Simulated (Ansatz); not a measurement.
# The iodine atom: basis-set convergence

An exercise on one series of results from a longer session: the logs are not shown, and one member is left open.

The runs use Ansatz 0.2.0, Gaussian basis; one geometry, several basis sets.

Levels to be run: PBE0/def2-SVP; ωB97M-V/def2-SVP; PBE0/def2-QZVPP; ωB97M-V/def2-QZVPP; the functionals' def2-TZVPP values are taken from earlier runs.

**The atom**

SMILES `[I]`, 1 atom, charge 0, spin multiplicity 2.

I takes the def2 core potential; no spin-orbit term is included.

Set-up of the first run:

Input file in.yaml:

```yaml
crystal:
  periodic: [false, false, false]
  atoms:
    - {symbol: I, position_ang: [0.000000, 0.000000, 0.000000]}
basis:
  gaussian: {orbitals: def2-SVP}
magnetization: {spin_polarized: true, initial_magnetization: 1}
hamiltonian: {xc: pbe0}
output: {orbitals: {seedname: orbitals}}
```

Among the steps run: PBE0 in def2-SVP; ωB97M-V in def2-SVP; PBE0 in def2-QZVPP; ωB97M-V in def2-QZVPP.

One of the session's tables, all rows but one given; the rest of the session is left out.

It belongs to the step «Density functionals: the series». 

```
functional       basis  HOMO (eV)  LUMO (eV)
      PBE0    def2-SVP          ?          ?
      PBE0  def2-TZVPP      -7.86      -5.50
      PBE0  def2-QZVPP      -7.87      -5.48
   ωB97M-V    def2-SVP      -9.88      -3.28
   ωB97M-V  def2-TZVPP     -10.01      -3.33
   ωB97M-V  def2-QZVPP     -10.03      -3.33
```

Q: Estimate the row for PBE0, def2-SVP from the others.

As computed: HOMO (eV): -7.74; LUMO (eV): -5.52. In the column «HOMO (eV)» it is the highest.
